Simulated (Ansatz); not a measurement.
This script drives Ansatz 0.2.0 through its Python package.

Script `bend_ch5nsizn.py`:
```python
"""Bending curve of CH5NSiZn."""

import ansatz as az
from ase import Atoms


def main() -> None:
    atoms = Atoms(["N", "C", "Zn", "Si", "H", "H", "H", "H", "H"], positions=[
        (-0.4531, 1.8507, -0.8376),
        (0.5377, 1.5588, -0.1868),
        (1.6125, -0.1449, -0.0015),
        (-0.0778, -1.5637, 0.6503),
        (-0.9648, 1.1998, -1.4745),
        (1.0312, 2.3018, 0.4538),
        (0.0213, -1.5561, -0.8053),
        (-0.3021, -2.9417, 1.1056),
        (-1.3164, -0.7509, 1.0788),
    ])

    # start the scan from a relaxed geometry
    first = az.Crystal.molecule_from_ase(atoms).calculation()
    first = first.basis(gaussian="def2-SVP")
    first = first.functional("cam_b3lyp")
    first = first.relax(force_tolerance=0.02, max_steps=80)
    atoms.positions = first.run(threads=1, backend="cpu").report["positions_ang"]

    rows = []
    for angle in [90, 100, 110, 120, 135, 150, 165, 179]:
        bent = atoms.copy()
        bent.set_angle(1, 0, 4, angle, indices=[4])
        model = az.Crystal.molecule_from_ase(bent).calculation()
        model = model.basis(gaussian="def2-SVP")
        model = model.functional("cam_b3lyp")
        rows.append((angle, model.run(threads=1, backend="cpu").report["free_energy_ev"]))
    floor = min(e for _, e in rows)
    for angle, e in rows:
        print(f"angle C1-N0-H4 = {angle:3d} deg   {1000 * (e - floor):9.1f} meV")


if __name__ == "__main__":
    main()
```

It is started by `python bend_ch5nsizn.py`. How long does it take on 1 thread of Arm Neoverse V1 (shared host), and how much memory does it need?

It took about 2.5 min, with a peak of 0.33 GiB, for 9 runs of the engine.

```console
$ python bend_ch5nsizn.py
angle C1-N0-H4 =  90 deg       444.1 meV
angle C1-N0-H4 = 100 deg       117.8 meV
angle C1-N0-H4 = 110 deg         0.0 meV
angle C1-N0-H4 = 120 deg        54.4 meV
angle C1-N0-H4 = 135 deg       364.7 meV
angle C1-N0-H4 = 150 deg       802.7 meV
angle C1-N0-H4 = 165 deg      1184.7 meV
angle C1-N0-H4 = 179 deg      1344.8 meV
```

The scan is rigid, and the energies are electronic, in a modest basis. The zero is the lowest point of the grid, which needn't be the minimum.
